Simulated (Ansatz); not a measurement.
# Si3O2: the cost of one run

Computed with Ansatz 0.2.0 (DFT PBE, scalar-relativistic, plane waves, PAW, unless a step's input says otherwise).

## Step 1: The starting structure

It takes space group P4mm (No. 99, tetragonal). Conventional cell: a = 3.368 Å, b = 3.368 Å, c = 5.478 Å, α = 90.00°, β = 90.00°, γ = 90.00°. Around Si (site symmetry 4mm) lie 4 O at 1.77 Å. Around Si (site symmetry 4mm) lie 5 Si at 2.36 to 2.57 Å. Si (site symmetry 4mm) is surrounded by 4 O at 2.32 Å and 4 Si at 2.57 Å. O (site symmetry 2mm) has 2 Si at 1.77 Å in its first shell of neighbours.

Structure file:

```xyz
5
Lattice="3.3683 0.0000 0.0000 0.0000 3.3683 0.0000 0.0000 0.0000 5.4778" Properties=species:S:1:pos:R:3 pbc="T T T"
Si    1.6841    1.6841    1.8156
Si    1.6841    1.6841    4.9293
Si    0.0000    0.0000    3.9670
O     1.6841    0.0000    2.3749
O     0.0000    1.6841    2.3749
```

The cell was relaxed beforehand at this level, from a generated guess; it is a trial structure. At a tolerance of 0.05 Å it has space group P4mm (No. 99); it has 12.43 Å³/atom, an uncorrected energy of -0.86 eV/atom over the elements.

## Step 2: Electronic structure at the relaxed geometry

input.yaml

```yaml
crystal:
  lattice:
    - [3.368276468, 0.0, 0.0]
    - [0.0, 3.368276468, 0.0]
    - [0.0, 0.0, 5.4777702201]
  atoms:
    - { symbol: Si, position: [0.5, 0.5, 0.3314503232] }
    - { symbol: Si, position: [0.5, 0.5, 0.8998705181] }
    - { symbol: Si, position: [0.0, 0.0, 0.7242068708] }
    - { symbol: O, position: [0.5, 0.0, 0.4335536939] }
    - { symbol: O, position: [0.0, 0.5, 0.4335536939] }
basis:
  ecutwfc: 420
kpoints:
  mp_grid: { grid: [12, 12, 8] }
  band_path:
    path:
      - [[0.0, 0.0, 0.0], [0.0, 0.5, 0.0], [0.5, 0.5, 0.0], [0.0, 0.0, 0.0], [0.0, 0.0, 0.5], [0.0, 0.5, 0.5], [0.5, 0.5, 0.5], [0.0, 0.0, 0.5]]
      - [[0.0, 0.5, 0.0], [0.0, 0.5, 0.5]]
      - [[0.5, 0.5, 0.0], [0.5, 0.5, 0.5]]
    npoints: 14
hamiltonian:
  xc: pbe
scf:
  occupations: { method: gaussian, width: 0.1 }
  n_extra_bands: 12
output:
  forces: true
  stress: true
  eigenvalues: true
  populations: true
  dos: { projected: true, de: 0.02, nscf_kmesh: { grid: [15, 15, 10] } }
  bader: true
  write_density: true
  write_potential: true
  elf: true
  volumetric_format: npy
```

On the command line:

```console
ansatz run input.yaml --threads 1 --pin off --max-ram 2560MiB --backend cpu --events-out ev --progress --plain --runs-dir out
```

What time and memory should one allow on 1 thread of Intel Xeon at 2.50GHz (Skylake/Cascade Lake), shared host?

About 3.3 min, with a peak of 0.49 GiB.
